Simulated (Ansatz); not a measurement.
**Relaxation of HfCSe**

The start is HfCSe, a borrowed structure type, volume estimated. Where does it settle when we relax the atoms in a fixed cell, and what is it like there?

Method: DFT, r2SCAN, no spin polarisation, plane waves, PAW, in Ansatz 0.2.0.

## Step 1: The system as given

Symmetry: P4/nmm, No. 129, tetragonal system. The conventional cell has a = 3.428 Å, b = 3.428 Å, c = 7.856 Å, α = 90.00°, β = 90.00°, γ = 90.00°. Hf (site symmetry 4mm) has 5 Se at 2.62 to 2.80 Å and 4 C at 2.66 Å as nearest neighbours. Around C (site symmetry -4m2) lie 4 C at 2.42 Å and 4 Hf at 2.66 Å. Se (site symmetry 4mm) is surrounded by 5 Hf at 2.62 to 2.80 Å.

The coordinates stand in the input below.

It starts from an earlier solution of the starting cell (checkpoint.read).

## Step 2: The walk to rest

The input, input.yaml:

```yaml
crystal:
  lattice:
    - [3.427634, 0.0, 0.0]
    - [0.0, 3.427634, 0.0]
    - [0.0, 0.0, 7.856175]
  atoms:
    - { symbol: Hf, position: [0.0, 0.5, 0.259] }
    - { symbol: Hf, position: [0.5, 0.0, 0.741] }
    - { symbol: C, position: [0.0, 0.0, 0.0] }
    - { symbol: C, position: [0.5, 0.5, 0.0] }
    - { symbol: Se, position: [0.0, 0.5, 0.615] }
    - { symbol: Se, position: [0.5, 0.0, 0.385] }
  symmetry: { tolerance: 0.0003 }
kpoints:
  mp_grid: { grid: [9, 9, 4], shift: [0, 0, 0] }
magnetization:
  spin_polarized: false
scf:
  occupations: { method: gaussian, width: 0.035 }
  lower_state_search: "off"
hamiltonian:
  pseudopotentials: { kind: paw }
  xc: r2scan
basis:
  ecutwfc: 500
  fft_grid_basis: typed
relax:
  max_steps: 80
  f_tol: 0.03
output:
  forces: true
  stress: true
  eigenvalues: true
  bader: true
  populations: true
  elf: true
  write_potential: true
  volumetric_format: npy
  dos:
    e_range: [-12, 8]
    de: 0.05
    projected: { site_lists: { C: [C], Hf: [Hf], Se: [Se] } }
  write_density: true
checkpoint:
  read: saved_state
```

Launch:

```
ansatz run input.yaml --threads 2 --pin off --max-ram 3584MiB --backend cpu --events-out ev --progress --plain --runs-dir out
```

The log of the run:

```text
Warning: output.stress: scf.convergence.dr2_threshold = 1e-7 eV (the SCF's general default) is looser than the 6e-10 eV advised for a printed stress (1e-10 eV for each atom of the cell: 6). What an SCF threshold leaves in a stress goes as its square root, and in the free energy as the threshold itself, and one threshold admits the most on a small cell: of the crystals measured, under no hybrid functional and no lock of the moments, on runs that ended without the residual-converged pass, on stresses that held no estimate of that error, the worst erred by over 100 MPa in a component at 1e-7 eV an atom and by under 5 at 1e-10. Every solve of this run answers to scf.convergence.dr2_threshold, and the tensor of one is reported: a single SCF on the reported geometry and on this run's grids (its basis.xc_grid and basis.ecutrho_ratio typed), with scf.convergence.dr2_threshold at 6e-10 eV or tighter, prints it and tightens no other solve. Else set scf.convergence.dr2_threshold to 6e-10 eV or tighter. The threshold is an SCF's pass mark: one that does not reach it within its budget of iterations ends unconverged, or closes short of it on a stop that the run arms, and scf.convergence.dr2_threshold's page says what that costs each kind of run
Warning: RAYON_NUM_THREADS=2 ignored (pool sized by the plan → 2); use --threads N
Engine: ansatz 0.2.0, aarch64-unknown-linux-gnu
Pseudopotentials: kind: paw
Pseudopotential: Hf, paw, valence charge 26, recommended cutoff 500 eV (meta_gga), Hf.paw.azcp
Pseudopotential: C, paw, valence charge 4, recommended cutoff 500 eV (meta_gga), C.paw.azcp
Pseudopotential: Se, paw, valence charge 16, recommended cutoff 500 eV (meta_gga), Se.paw.azcp
Functional definition: r2SCAN
  parameter k0 = 0.174
  parameter k1 = 0.065
  parameter a1 = 4.9479
  exchange = r2scan_x(k0 = k0, k1 = k1, a1 = a1)
  correlation = r2scan_c
Crystal: 6 atoms, lattice volume = 92.300 Å³
Basis set: ecut = 500 eV, 2365 PW (Γ), exchange–correlation on 100×100×240 points (64 copies of the dense FFT grid, shifted against one another)
Bands: 56, of which v1, the nominal top of the filled ones, is band 46 counted from 1 (45 counted from 0)
Symmetry: 16 space group operations
Space group: P4/nmm (ITA 129), of the structure as read, at distance tolerance 1.4e-3 Å
k-points: 45 of 324
Non-local potential: Hf, projectors of the file, l = 0: 3, l = 1: 2, l = 2: 2, l = 3: 3
Non-local potential: C, projectors of the file, l = 0: 2, l = 1: 2, l = 2: 1
Non-local potential: Se, projectors of the file, l = 0: 2, l = 1: 2, l = 2: 3, l = 3: 1
PAW form: soft (Blöchl's): semilocal exchange-correlation on the pseudo side does not see the compensation charge
PAW frozen core: Hf, regenerated for the run's functional (the file was generated under x = pbe(κ = 0.804, μ = 0.2195149727645171), c = pbe(β = 0.06672455060314922))
PAW frozen core: C, regenerated for the run's functional (the file was generated under x = pbe(κ = 0.804, μ = 0.2195149727645171), c = pbe(β = 0.06672455060314922))
PAW frozen core: Se, regenerated for the run's functional (the file was generated under x = pbe(κ = 0.804, μ = 0.2195149727645171), c = pbe(β = 0.06672455060314922))
PAW one-centre angular grid: Hf, 974 points (default); XC on 160 Gauss nodes
PAW one-centre angular grid: C, 302 points (default); XC on 239 of its mesh's 2573 points in the sphere
PAW one-centre angular grid: Se, 590 points (default); XC on 160 Gauss nodes
Initial density: read from a saved state, or passed on in memory by an earlier SCF of this step, an earlier step, the calling program or the single point that the run made first
Initial wavefunctions: pseudopotential atomic-orbital guess
Functional: x = r2scan, c = r2scan; τ floored in thin density (d = 2e-4 eV/Å³)
iter 1 solved again at ethr=3.84e-6 eV; its pass at ethr=3.10e-3 eV (dr2=3.53e-3 eV) is discarded
SCF iter   1: F=-42924.990988 eV  HF=-42924.984824 eV  |F-HF|=6.16e-3  |Δ(HF+E_count)|=         —  Δρ=1.78e-3  dr2=2.88e-3  dr2_τ=3.95e-3  ethr=3.84e-6  ⟨swp⟩=2.2  Hψ=13759  notcnv=0
preconditioner: auto → Kerker (q_TF=auto, 2.727 Å⁻¹)  [metal: Δε(μ)=0.031 eV  Ē_g=12.942 eV  σ=0.035 eV  W_gap=0.46  n_scr=38 (ndim 8)  ℏωp=28.9 eV  f_vac=0.002  D(μ)=1.83/eV (n_scr^D=8)]
SCF iter   2: F=-42924.992491 eV  HF=-42924.992058 eV  |F-HF|=4.33e-4  |Δ(HF+E_count)|=   7.23e-3  Δρ=1.04e-3  dr2=8.24e-4  dr2_τ=7.06e-5  ethr=3.13e-6  ⟨swp⟩=2.0  Hψ=4678  notcnv=0
SCF iter   3: F=-42924.992703 eV  HF=-42924.992737 eV  |F-HF|=3.39e-5  |Δ(HF+E_count)|=   6.80e-4  Δρ=2.94e-4  dr2=8.24e-5  dr2_τ=6.51e-6  ethr=8.96e-7  ⟨swp⟩=2.0  Hψ=3883  notcnv=0
SCF iter   4: F=-42924.992756 eV  HF=-42924.992772 eV  |F-HF|=1.62e-5  |Δ(HF+E_count)|=   3.45e-5  Δρ=1.60e-4  dr2=1.77e-5  dr2_τ=2.00e-6  ethr=8.95e-8  ⟨swp⟩=2.0  Hψ=4595  notcnv=0
SCF iter   5: F=-42924.992776 eV  HF=-42924.992774 eV  |F-HF|=2.27e-6  |Δ(HF+E_count)|=   1.69e-6  Δρ=5.67e-5  dr2=1.68e-6  dr2_τ=1.85e-7  ethr=1.92e-8  ⟨swp⟩=2.0  Hψ=4593  notcnv=0
SCF iter   6: F=-42924.992776 eV  HF=-42924.992776 eV  |F-HF|=5.22e-9  |Δ(HF+E_count)|=   2.75e-6  Δρ=1.18e-5  dr2=1.47e-7  dr2_τ=4.64e-9  ethr=1.82e-9  ⟨swp⟩=2.0  Hψ=3977  notcnv=0
SCF iter   7: F=-42924.992776 eV  HF=-42924.992776 eV  |F-HF|=3.53e-8  |Δ(HF+E_count)|=   7.62e-8  Δρ=3.95e-6  dr2=4.24e-8  dr2_τ=1.03e-9  ethr=1.09e-10  ⟨swp⟩=8.1  Hψ=16228  notcnv=0
SCF 1 converged in 7 iterations: F = -42924.992776 eV  dr2 = 4.24e-8
relax step   1: F+E_penalty+E_count = -42924.99277631 eV  Δ(F+E_penalty+E_count) = +0.000e0 eV  max|allowed force component| = 5.427e0 eV/Å  Δτ_max = 0.0000 Å  (7 SCF iters, accepted)
Initial density: handed on by an earlier stage of this run
Initial wavefunctions: those handed on with the density
SCF iter   1: F=-42923.510638 eV  HF=-42926.454515 eV  |F-HF|=2.94e0  |Δ(HF+E_count)|=         —  Δρ=3.61e-2  dr2=4.13e0  dr2_τ=7.01e0  ethr=3.10e-3  ⟨swp⟩=4.8  Hψ=6547  notcnv=0  defer=19
preconditioner: auto → Resta (q_TF=auto, 2.727 Å⁻¹)  ε∞=4.5  [insulator: Δε(μ)=0.060 eV  Ē_g=16.966 eV  σ=0.035 eV  W_gap=0.52  n_scr=38 (ndim 8)  ℏωp=31.9 eV  f_vac=0.000  D(μ)=2.56/eV (n_scr^D=16)  ε∞_Penn≈4.5]
SCF iter   2: F=-42926.732879 eV  HF=-42926.737952 eV  |F-HF|=5.07e-3  |Δ(HF+E_count)|=   2.83e-1  Δρ=1.20e-2  dr2=5.69e-2  dr2_τ=4.72e-2  ethr=3.10e-3  ⟨swp⟩=2.8  Hψ=3974  notcnv=0  defer=158
SCF iter   3: F=-42926.741084 eV  HF=-42926.743536 eV  |F-HF|=2.45e-3  |Δ(HF+E_count)|=   5.58e-3  Δρ=6.39e-3  dr2=1.71e-2  dr2_τ=1.46e-3  ethr=6.19e-5  ⟨swp⟩=2.0  Hψ=3835  notcnv=0  defer=158
SCF iter   4: F=-42926.744343 eV  HF=-42926.744873 eV  |F-HF|=5.30e-4  |Δ(HF+E_count)|=   1.34e-3  Δρ=9.43e-4  dr2=4.78e-4  dr2_τ=8.11e-5  ethr=1.86e-5  ⟨swp⟩=2.0  Hψ=4167  notcnv=0  defer=158
SCF iter   5: F=-42926.744704 eV  HF=-42926.744786 eV  |F-HF|=8.16e-5  |Δ(HF+E_count)|=   8.73e-5  Δρ=3.58e-4  dr2=7.15e-5  dr2_τ=9.95e-6  ethr=1.09e-7  ⟨swp⟩=13.8  Hψ=24087  notcnv=0
SCF iter   6: F=-42926.744776 eV  HF=-42926.744779 eV  |F-HF|=3.19e-6  |Δ(HF+E_count)|=   7.01e-6  Δρ=1.67e-4  dr2=1.61e-5  dr2_τ=1.80e-6  ethr=7.77e-8  ⟨swp⟩=12.7  Hψ=26883  notcnv=0
SCF iter   7: F=-42926.744787 eV  HF=-42926.744784 eV  |F-HF|=2.39e-6  |Δ(HF+E_count)|=   5.29e-6  Δρ=7.70e-5  dr2=4.34e-6  dr2_τ=4.16e-7  ethr=1.75e-8  ⟨swp⟩=11.0  Hψ=23195  notcnv=0
SCF 2 converged in 7 iterations: F = -42926.744787 eV  dr2 = 4.34e-6
relax step   2: F+E_penalty+E_count = -42926.74478654 eV  Δ(F+E_penalty+E_count) = -1.752e0 eV  max|allowed force component| = 3.148e0 eV/Å  Δτ_max = 0.1999 Å  (7 SCF iters, dr2 threshold 1.00e-4 eV, accepted)
SCF iter   1: F=-42925.035565 eV  HF=-42927.086703 eV  |F-HF|=2.05e0  |Δ(HF+E_count)|=         —  Δρ=3.79e-2  dr2=3.43e0  dr2_τ=6.72e0  ethr=3.10e-3  ⟨swp⟩=5.2  Hψ=6673  notcnv=0  defer=41
preconditioner: auto → Resta (q_TF=auto, 2.727 Å⁻¹)  ε∞=4.5  [insulator: Δε(μ)=0.073 eV  Ē_g=16.994 eV  σ=0.035 eV  W_gap=0.72  n_scr=38 (ndim 8)  ℏωp=31.9 eV  f_vac=0.001  D(μ)=2.41/eV (n_scr^D=16)  ε∞_Penn≈4.5]
SCF iter   2: F=-42927.603016 eV  HF=-42927.664203 eV  |F-HF|=6.12e-2  |Δ(HF+E_count)|=   5.78e-1  Δρ=1.47e-2  dr2=1.33e-1  dr2_τ=4.57e-2  ethr=3.10e-3  ⟨swp⟩=2.8  Hψ=3985  notcnv=0  defer=159
preconditioner: auto → Kerker (q_TF=auto, 2.727 Å⁻¹)  [metal: Δε(μ)=0.012 eV  Ē_g=16.993 eV  σ=0.035 eV  W_gap=0.20  n_scr=38 (ndim 8)  ℏωp=31.9 eV  f_vac=0.000  D(μ)=4.56/eV (n_scr^D=38)]
SCF iter   3: F=-42927.651457 eV  HF=-42927.657182 eV  |F-HF|=5.73e-3  |Δ(HF+E_count)|=   7.02e-3  Δρ=8.39e-3  dr2=3.65e-2  dr2_τ=2.12e-3  ethr=1.44e-4  ⟨swp⟩=2.2  Hψ=3796  notcnv=0  defer=161
SCF iter   4: F=-42927.658330 eV  HF=-42927.661113 eV  |F-HF|=2.78e-3  |Δ(HF+E_count)|=   3.93e-3  Δρ=1.56e-3  dr2=3.66e-3  dr2_τ=1.26e-4  ethr=3.96e-5  ⟨swp⟩=2.1  Hψ=4688  notcnv=0  defer=161
SCF iter   5: F=-42927.660891 eV  HF=-42927.660869 eV  |F-HF|=2.14e-5  |Δ(HF+E_count)|=   2.44e-4  Δρ=8.91e-4  dr2=5.98e-4  dr2_τ=3.69e-5  ethr=3.98e-6  ⟨swp⟩=2.0  Hψ=4564  notcnv=0  defer=161
SCF iter   6: F=-42927.660733 eV  HF=-42927.661161 eV  |F-HF|=4.28e-4  |Δ(HF+E_count)|=   2.92e-4  Δρ=3.81e-4  dr2=1.23e-4  dr2_τ=1.94e-5  ethr=6.50e-7  ⟨swp⟩=2.0  Hψ=4418  notcnv=0  defer=161
SCF iter   7: F=-42927.661023 eV  HF=-42927.661004 eV  |F-HF|=1.90e-5  |Δ(HF+E_count)|=   1.57e-4  Δρ=1.58e-4  dr2=2.36e-5  dr2_τ=8.71e-7  ethr=1.34e-7  ⟨swp⟩=2.0  Hψ=4427  notcnv=0  defer=161
SCF iter   8: F=-42927.661026 eV  HF=-42927.661026 eV  |F-HF|=2.35e-8  |Δ(HF+E_count)|=   2.24e-5  Δρ=4.92e-5  dr2=2.49e-6  dr2_τ=2.56e-7  ethr=2.56e-8  ⟨swp⟩=15.2  Hψ=23300  notcnv=0
SCF 3 converged in 8 iterations: F = -42927.661026 eV  dr2 = 2.49e-6
relax step   3: F+E_penalty+E_count = -42927.66102612 eV  Δ(F+E_penalty+E_count) = -9.162e-1 eV  max|allowed force component| = 1.078e0 eV/Å  Δτ_max = 0.1949 Å  (8 SCF iters, dr2 threshold 1.00e-4 eV, accepted)
iter 1 solved again at ethr=4.57e-4 eV; its pass at ethr=3.10e-3 eV (dr2=4.21e-1 eV) is discarded
SCF iter   1: F=-42927.518616 eV  HF=-42927.237890 eV  |F-HF|=2.81e-1  |Δ(HF+E_count)|=         —  Δρ=2.21e-2  dr2=4.22e-1  dr2_τ=1.46e0  ethr=4.57e-4  ⟨swp⟩=1.0  Hψ=9333  notcnv=0  defer=134
preconditioner: auto → Resta (q_TF=auto, 2.727 Å⁻¹)  ε∞=4.5  [insulator: Δε(μ)=0.053 eV  Ē_g=17.001 eV  σ=0.035 eV  W_gap=0.55  n_scr=38 (ndim 8)  ℏωp=31.9 eV  f_vac=0.004  D(μ)=0.90/eV (n_scr^D=2)  ε∞_Penn≈4.5]
SCF iter   2: F=-42927.717782 eV  HF=-42927.747975 eV  |F-HF|=3.02e-2  |Δ(HF+E_count)|=   5.10e-1  Δρ=1.04e-2  dr2=6.56e-2  dr2_τ=3.97e-3  ethr=4.57e-4  ⟨swp⟩=2.5  Hψ=4892  notcnv=0  defer=134
preconditioner: auto → Kerker (q_TF=auto, 2.727 Å⁻¹)  [metal: Δε(μ)=0.010 eV  Ē_g=17.001 eV  σ=0.035 eV  W_gap=0.16  n_scr=38 (ndim 8)  ℏωp=31.9 eV  f_vac=0.004  D(μ)=1.47/eV (n_scr^D=4)]
SCF iter   3: F=-42927.734127 eV  HF=-42927.740022 eV  |F-HF|=5.89e-3  |Δ(HF+E_count)|=   7.95e-3  Δρ=2.78e-3  dr2=1.15e-2  dr2_τ=1.82e-4  ethr=7.13e-5  ⟨swp⟩=2.2  Hψ=5072  notcnv=0  defer=162
SCF iter   4: F=-42927.738013 eV  HF=-42927.743135 eV  |F-HF|=5.12e-3  |Δ(HF+E_count)|=   3.11e-3  Δρ=1.13e-3  dr2=2.52e-3  dr2_τ=2.24e-4  ethr=1.25e-5  ⟨swp⟩=2.0  Hψ=4526  notcnv=0  defer=162
SCF iter   5: F=-42927.741549 eV  HF=-42927.741819 eV  |F-HF|=2.70e-4  |Δ(HF+E_count)|=   1.32e-3  Δρ=6.44e-4  dr2=6.80e-4  dr2_τ=9.52e-6  ethr=2.74e-6  ⟨swp⟩=2.0  Hψ=4274  notcnv=0  defer=162
SCF iter   6: F=-42927.741747 eV  HF=-42927.741828 eV  |F-HF|=8.18e-5  |Δ(HF+E_count)|=   9.40e-6  Δρ=2.28e-4  dr2=1.58e-4  dr2_τ=3.48e-6  ethr=7.39e-7  ⟨swp⟩=2.2  Hψ=2962  notcnv=0  defer=162
SCF iter   7: F=-42927.741809 eV  HF=-42927.741832 eV  |F-HF|=2.25e-5  |Δ(HF+E_count)|=   3.56e-6  Δρ=9.40e-5  dr2=3.02e-5  dr2_τ=4.33e-7  ethr=1.09e-7  ⟨swp⟩=12.5  Hψ=21727  notcnv=0
SCF 4 converged in 7 iterations: F = -42927.741809 eV  dr2 = 3.02e-5
relax step   4: F+E_penalty+E_count = -42927.74180944 eV  Δ(F+E_penalty+E_count) = -8.078e-2 eV  max|allowed force component| = 7.425e-1 eV/Å  Δτ_max = 0.1370 Å  (7 SCF iters, dr2 threshold 1.00e-4 eV, accepted)
SCF iter   1: F=-42927.536144 eV  HF=-42927.799384 eV  |F-HF|=2.63e-1  |Δ(HF+E_count)|=         —  Δρ=1.09e-2  dr2=3.31e-1  dr2_τ=9.61e-2  ethr=8.07e-4  ⟨swp⟩=3.8  Hψ=5056  notcnv=0  defer=176
```

[end of part 1 of 2]
